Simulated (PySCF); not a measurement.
# GaF (SMILES [F][Ga]) at SVWN5/def2-TZVPPD

What is the vertical ionisation energy of GaF at SVWN5/def2-TZVPPD? Input form: a Python script.

The results are computed with PySCF 2.14.0.

3 further runs of the same task are left out: 3 set aside as unsound or not needed.

**1. Starting point**

GaF has 2 atoms, charge 0, and is taken as a singlet. As SMILES, `[F][Ga]`. The coordinates come from a PBE0-D4/def2-TZVP relaxation.

Bond lengths: F1–Ga2 1.787 Å.

**2. The energy at SVWN5/def2-TZVPPD**

Input file job.py:

```python
from pyscf import gto, dft

molecule = gto.M(
    atom=[
    ('F', (0.000000, -0.000000, 0.006300)),
    ('Ga', (-0.000000, 0.000000, 1.792850)),
],
    verbose=3,
    charge=0,
    basis='def2-tzvppd',
    max_memory=1860,
)

mf = dft.RKS(molecule, xc='svwn')
mf.grids.level = 5
mf.conv_tol = 1e-10
mf.kernel()
if not mf.converged:
    mf = mf.newton().run(mf.mo_coeff, mf.mo_occ)

etot = mf.e_tot
print('E(%s) = %.9f' % ('SVWN5', etot))
```

On the command line:

```sh
OMP_NUM_THREADS=1 python job.py
```

The program printed:

```text
converged SCF energy = -2021.15515191143
E(SVWN5) = -2021.155151911
```

Run time: 4.8 s. Hardware: 1 thread of Arm Neoverse V1, shared host; peak memory 0.3 GiB.

**3. The doublet cation**

Input file run.py:

```python
from pyscf import gto, dft

system = gto.Mole()
system.atom = '''
F      0.000000     0.000000     0.011905
Ga     0.000000     0.000000     3.387995
'''
system.max_memory = 1860
system.unit = 'bohr'
system.basis = 'def2-tzvppd'
system.charge = 1
system.spin = 1
system.verbose = 3
system.build()

mf = dft.UKS(system, xc='svwn')
mf.grids.level = 5
mf.conv_tol = 1e-10
mf.kernel()
if not mf.converged:
    mf = mf.newton().run(mf.mo_coeff, mf.mo_occ)

e_tot = mf.e_tot
print('E = %.10f Eh' % e_tot)
```

On the command line:

```sh
OMP_NUM_THREADS=1 python run.py
```

The program printed:

```text
WARN: HOMO -0.456754748920482 >= LUMO -0.456754748920437

converged SCF energy = -2020.75891585073  <S^2> = 0.75142437  2S+1 = 2.0014239
E = -2020.7589158507 Eh
```

Run time: 9 s. Hardware: 1 thread of Arm Neoverse V1, shared host; peak memory 0.3 GiB.

**4. What came out**

Level: SVWN5/def2-TZVPPD.

| quantity | value |
| --- | --- |
| singlet GaF: total energy | -2021.15515 Eh |
| singlet GaF: dipole moment | 2.27 D |
| singlet GaF: HOMO energy | -7.03 eV |
| singlet GaF: LUMO energy | -2.35 eV |
| singlet GaF: HOMO–LUMO gap | 4.68 eV |
| doublet cation: total energy | -2020.75892 Eh |
| doublet cation: HOMO energy (highest over α and β) | -15.73 eV |
| doublet cation: LUMO energy (lowest over α and β) | -14.60 eV |
| doublet cation: ⟨S²⟩ | 0.751 |
| vertical ionisation energy (to the doublet cation) | 10.782 eV |

What this shows: The vertical ionisation energy comes to 10.78 eV (1040 kJ/mol). −ε(HOMO) before ionisation, 7.03 eV, is 3.75 eV below this ionisation energy.
